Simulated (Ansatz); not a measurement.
# H₇NO₂Si: a saddle search

Aim: find the first-order saddle near the start with the program's own search, from a guess of the mode.

Program: Ansatz 0.2.0, Gaussian basis. Level of theory: wB97X-V/pcseg-2. These are calculated values, not measurements.

1 further run of the same task is left out (it didn't finish).

**1. Starting geometry**

The start, a known saddle point with all atoms moved at random by about 0.06 Å a coordinate: 11 atoms, charge 0, spin multiplicity 1.

Atoms are counted from 1 here; the program's logs count them from 0.

Bond lengths: Si1–N2 1.887 Å, Si1–H3 1.572 Å, Si1–H4 1.573 Å, Si1–O5 1.528 Å, N2–H6 1.167 Å, N2–H8 1.006 Å, N2–H9 1.002 Å, O5–H10 1.043 Å, O7–H11 0.941 Å. Angles: N2–Si1–H3 110.6°, N2–Si1–H4 97.8°, N2–Si1–O5 121.7°, H3–Si1–H4 102.5°, H3–Si1–O5 121.2°, H4–Si1–O5 95.6°, Si1–N2–H6 80.5°, Si1–N2–H8 115.5°, Si1–N2–H9 112.7°, H6–N2–H8 116.7°, H6–N2–H9 110.3°, H8–N2–H9 116.1°, Si1–O5–H10 108.3°.

Coordinates:

```xyz
11
H7NO2Si
Si   -0.58964    0.53302   -0.10980
N    -0.28530   -1.25363    0.41499
H    -0.58022    0.65983   -1.67645
H    -2.12526    0.59498    0.22730
O    -0.19505    1.70994    0.78087
H     0.77430   -0.99139    0.00189
O     1.45668    0.16390   -0.42040
H    -0.35392   -1.43283    1.40223
H    -0.73926   -1.91490   -0.18506
H     0.84633    1.77289    0.79719
H     1.66905    0.08003   -1.33369
```

**2. The search**

Input file run/in.yaml:

```yaml
crystal:
  periodic: [false, false, false]
  atoms:
    - {symbol: Si, position_ang: [-0.589635, 0.533021, -0.109795]}
    - {symbol: N, position_ang: [-0.285298, -1.253632, 0.414992]}
    - {symbol: H, position_ang: [-0.580219, 0.659834, -1.676448]}
    - {symbol: H, position_ang: [-2.125263, 0.594981, 0.227302]}
    - {symbol: O, position_ang: [-0.195047, 1.709939, 0.780868]}
    - {symbol: H, position_ang: [0.774302, -0.991392, 0.001887]}
    - {symbol: O, position_ang: [1.456683, 0.163899, -0.420403]}
    - {symbol: H, position_ang: [-0.353918, -1.432827, 1.402228]}
    - {symbol: H, position_ang: [-0.739256, -1.914897, -0.185056]}
    - {symbol: H, position_ang: [0.846328, 1.772885, 0.797188]}
    - {symbol: H, position_ang: [1.669049, 0.080033, -1.333693]}
basis:
  gaussian: {orbitals: pcseg-2}
hamiltonian: {xc: {name: wB97X-V}}
saddle:
  f_tol: 0.02
  max_steps: 40
  mode_guess:
    - [0.2748, 0.1075, -0.1381]
    - [0.0815, -0.0598, 0.0078]
    - [-0.0404, 0.0234, -0.1105]
    - [0.1930, -0.0718, -0.0327]
    - [0.0191, 0.0644, 0.0532]
    - [-0.4525, -0.5543, 0.3571]
    - [-0.1862, 0.2894, -0.0997]
    - [0.0517, -0.0096, 0.0114]
    - [0.0677, -0.0291, -0.0209]
    - [0.0280, 0.0543, 0.0168]
    - [-0.0366, 0.1856, -0.0442]
```

Launch:

```console
> ansatz run in.yaml --threads 4 --pin off --events-out ev --progress --plain --max-ram 9574MiB
```

Standard output:

```text
Functional definition: wB97X-V
  name "wB97X-V"
  cite "Mardirossian & Head-Gordon, Phys. Chem. Chem. Phys. 16, 9904 (2014) doi:10.1039/C3CP54374A"
  cite "Becke, J. Chem. Phys. 107, 8554 (1997) doi:10.1063/1.475007"
  cite "Vydrov & Van Voorhis, J. Chem. Phys. 133, 244103 (2010) doi:10.1063/1.3521275"
  parameter omega = 0.3/bohr
  parameter cx = 0.167
  parameter cx1 = 0.603
  parameter cx2 = 1.194
  parameter css0 = 0.556
  parameter css1 = -0.257
  parameter cos0 = 1.219
  parameter cos1 = -1.850
  parameter b = 6.0
  parameter c = 0.01
  exchange = spin_sum(e_x_unif_sr(omega)*poly(b97_u_x, 1 - cx, cx1, cx2)) + cx*exact_x_sr(omega) + exact_x_lr(omega)
  correlation = spin_sum(e_c_pw_same_spin*poly(b97_u_same, css0, css1))
      + integral(e_c_pw_opposite_spin*poly(b97_u_opposite, cos0, cos1)) + vv10(b, c)
1082 factors; their error is unknown
296 factors; integrals over basis functions are off by at most 4.3e-6 eV
mean field evaluation 1: about -13567.6083 eV, gradient 7.3e1 eV
mean field evaluation 2: about -13567.3186 eV, gradient 7.5e1 eV
mean field evaluation 4: about -13576.2434 eV, gradient 3.1e0 eV
mean field evaluation 8: about -13576.2609 eV, gradient 4.9e-2 eV
mean field evaluation 16: about -13576.2736 eV, gradient 5.5e-5 eV
mean field -13576.27358189 eV, -498.9188518055 hartree, gradient 9.7e-6 eV, S^2 0.000000; 0 other end points of the search recorded, 0 dependent functions left out
the calculation of the forces begins
reference -13576.27357962 eV, -498.9188517225 hartree; 22, 22 occupied and 200, 200 virtual orbitals, 1082 factors
[... from here to the last solve, the lines of the solves are left out (108 solves) ...]
saddle step   1: F+E_penalty+E_count = -13576.27358189 eV  max|allowed force component| = 4.946e0 eV/Å  curvature = -5.9668 eV/Å²  mode residual = 3.86e0 eV/Å²  Δτ_max = 0.0000 Å  (1 rotations, 3 force calls, 76 SCF iters)  cluster: 3 rotations left out, max|force component along them| = 3.997e-8 eV/Å
saddle step   2: F+E_penalty+E_count = -13576.73984654 eV  max|allowed force component| = 1.981e0 eV/Å  curvature = -5.0055 eV/Å²  mode residual = 2.28e0 eV/Å²  Δτ_max = 0.1073 Å  (1 rotations, 3 force calls, 79 SCF iters)  cluster: 3 rotations left out, max|force component along them| = 4.358e-8 eV/Å
saddle step   3: F+E_penalty+E_count = -13576.85707742 eV  max|allowed force component| = 9.786e-1 eV/Å  curvature = -5.8560 eV/Å²  mode residual = 1.57e0 eV/Å²  Δτ_max = 0.1057 Å  (1 rotations, 3 force calls, 80 SCF iters)  cluster: 3 rotations left out, max|force component along them| = 9.042e-8 eV/Å
saddle step   4: F+E_penalty+E_count = -13576.89324233 eV  max|allowed force component| = 6.038e-1 eV/Å  curvature = -6.1534 eV/Å²  mode residual = 6.46e-1 eV/Å²  Δτ_max = 0.0234 Å  (1 rotations, 3 force calls, 81 SCF iters)  cluster: 3 rotations left out, max|force component along them| = 6.320e-8 eV/Å
saddle step   5: F+E_penalty+E_count = -13576.90537158 eV  max|allowed force component| = 1.729e-1 eV/Å  curvature = -6.4309 eV/Å²  mode residual = 7.56e-1 eV/Å²  Δτ_max = 0.0230 Å  (1 rotations, 3 force calls, 81 SCF iters)  cluster: 3 rotations left out, max|force component along them| = 6.013e-8 eV/Å
saddle step   6: F+E_penalty+E_count = -13576.90848597 eV  max|allowed force component| = 1.289e-1 eV/Å  curvature = -6.9073 eV/Å²  mode residual = 8.96e-1 eV/Å²  Δτ_max = 0.0186 Å  (1 rotations, 3 force calls, 82 SCF iters)  cluster: 3 rotations left out, max|force component along them| = 4.724e-8 eV/Å
saddle step   7: F+E_penalty+E_count = -13576.90964174 eV  max|allowed force component| = 8.619e-2 eV/Å  curvature = -7.1122 eV/Å²  mode residual = 1.02e0 eV/Å²  Δτ_max = 0.0175 Å  (1 rotations, 3 force calls, 82 SCF iters)  cluster: 3 rotations left out, max|force component along them| = 4.411e-8 eV/Å
saddle step   8: F+E_penalty+E_count = -13576.91015037 eV  max|allowed force component| = 6.354e-2 eV/Å  curvature = -7.2100 eV/Å²  mode residual = 7.60e-1 eV/Å²  Δτ_max = 0.0086 Å  (1 rotations, 3 force calls, 83 SCF iters)  cluster: 3 rotations left out, max|force component along them| = 4.035e-8 eV/Å
saddle step   9: F+E_penalty+E_count = -13576.91027160 eV  max|allowed force component| = 2.940e-2 eV/Å  curvature = -7.2026 eV/Å²  mode residual = 5.49e-1 eV/Å²  Δτ_max = 0.0022 Å  (1 rotations, 3 force calls, 83 SCF iters)  cluster: 3 rotations left out, max|force component along them| = 4.092e-8 eV/Å
saddle step  10: F+E_penalty+E_count = -13576.91033040 eV  max|allowed force component| = 1.505e-2 eV/Å  curvature = -7.1898 eV/Å²  mode residual = 4.30e-1 eV/Å²  Δτ_max = 0.0019 Å  (1 rotations, 5 force calls, 131 SCF iters)  cluster: 3 rotations left out, max|force component along them| = 4.108e-8 eV/Å
saddle step  11: F+E_penalty+E_count = -13576.91041030 eV  max|allowed force component| = 1.209e-2 eV/Å  curvature = -7.1197 eV/Å²  mode residual = 3.37e-1 eV/Å²  Δτ_max = 0.0064 Å  (1 rotations, 8 force calls, 203 SCF iters)  cluster: 3 rotations left out, max|force component along them| = 4.158e-8 eV/Å
saddle search: the force at step 12 is within saddle.f_tol, and the search now checks the order of the point unasked, as it does wherever a lone molecule whose rigid rotations it leaves out would converge (saddle.isolated_cluster): at most 100 rotations across the mode and 202 force calls, two more next to a line or behind a second negative curvature, two more where it reads a positive, two for each turn that reads one and six more at each negative that it reads, and up to 22 at one that stands (24 where saddle.amplitude is under 0.005 Å), over each length that the point is read over (saddle.order_check: false declines the check)
saddle search: the rotation starts from a random direction (saddle.seed = 0)
296 factors; integrals over basis functions are off by at most 3.8e-6 eV
mean field -13576.91044192 eV, -498.9422559800 hartree, gradient 1.4e-5 eV, S^2 0.000000; 1 other end points of the search recorded, 0 dependent functions left out
the calculation of the forces begins
reference -13576.91043964 eV, -498.9422558964 hartree; 22, 22 occupied and 200, 200 virtual orbitals, 1082 factors
saddle step  12: F+E_penalty+E_count = -13576.91044192 eV  max|allowed force component| = 6.564e-4 eV/Å  curvature = -7.2259 eV/Å² (error put at 0.0071; -7.2329 at half of saddle.amplitude)  mode residual = 2.44e-1 eV/Å²  Δτ_max = 0.0053 Å  (1 rotations, 69 force calls, 1666 SCF iters)  order check (unasked): positive, curvature across the mode = +0.3322 eV/Å²; +0.2029 less its residual, +0.2026 less it at half of saddle.amplitude; error put at 0.0003 (61 force calls)  cluster: 3 rotations left out, max|force component along them| = 4.189e-8 eV/Å
Total energy: -13576.91043964 eV, -498.9422558964 hartree
Atom 0 at    -0.641040     0.524356    -0.159729 Å, force     0.000487     0.000403     0.000367 eV/Å
Atom 1 at    -0.282846    -1.228236     0.375843 Å, force     0.000485    -0.000299    -0.000460 eV/Å
Atom 2 at    -0.685467     0.597156    -1.641011 Å, force     0.000031     0.000160    -0.000196 eV/Å
Atom 3 at    -2.092631     0.577965     0.209558 Å, force     0.000078    -0.000059     0.000008 eV/Å
Atom 4 at    -0.109217     1.704115     0.852301 Å, force    -0.000344     0.000116    -0.000656 eV/Å
Atom 5 at     0.821623    -0.950500     0.009993 Å, force    -0.000292     0.000119    -0.000061 eV/Å
Atom 6 at     1.428565     0.123782    -0.423997 Å, force    -0.000047    -0.000292     0.000354 eV/Å
Atom 7 at    -0.416192    -1.407430     1.364324 Å, force    -0.000019    -0.000087     0.000129 eV/Å
Atom 8 at    -0.761091    -1.945464    -0.156456 Å, force    -0.000118    -0.000076     0.000328 eV/Å
Atom 9 at     0.845088     1.803551     0.787141 Å, force     0.000040    -0.000077     0.000388 eV/Å
Atom 10 at     1.770935     0.122550    -1.318898 Å, force    -0.000300     0.000092    -0.000198 eV/Å
Dipole moment:     0.050325    -0.742114    -0.136909 e Å
```

Run time: 7.8 min. Hardware: 4 threads of Arm Neoverse V2, shared host; peak memory 0.71 GiB.

Relaxation path:

```csv
step,energy from step 1 (eV),largest force component (eV/Å)
1,0.0000,4.9462
2,-0.4663,1.9807
3,-0.5835,0.9786
4,-0.6197,0.6038
5,-0.6318,0.1729
6,-0.6349,0.1289
7,-0.6361,0.0862
8,-0.6366,0.0635
9,-0.6367,0.0294
10,-0.6367,0.0150
11,-0.6368,0.0121
12,-0.6369,0.0007
```

Close pairs (by a distance rule), those that changed most:

```csv
bond,before (Å),after (Å),change (Å)
Si1–O5,1.528,1.643,+0.115
Si1–H3,1.572,1.484,-0.088
O5–H10,1.043,0.962,-0.082
Si1–H4,1.573,1.499,-0.075
N2–H6,1.167,1.196,+0.029
Si1–N2,1.887,1.867,-0.020
O7–H11,0.941,0.958,+0.017
N2–H9,1.002,1.013,+0.011
```

**3. Results**

```
                  quantity           value
                     steps              12
             energy change  -14.7 kcal/mol
        last largest force     0.0007 eV/Å
       RMSD from the start         0.077 Å
RMSD from the known saddle         0.019 Å
```

What this shows: It converged in 12 steps at a force tolerance of 0.02 eV/Å. It is back at the known saddle, up to the shift that another level brings.
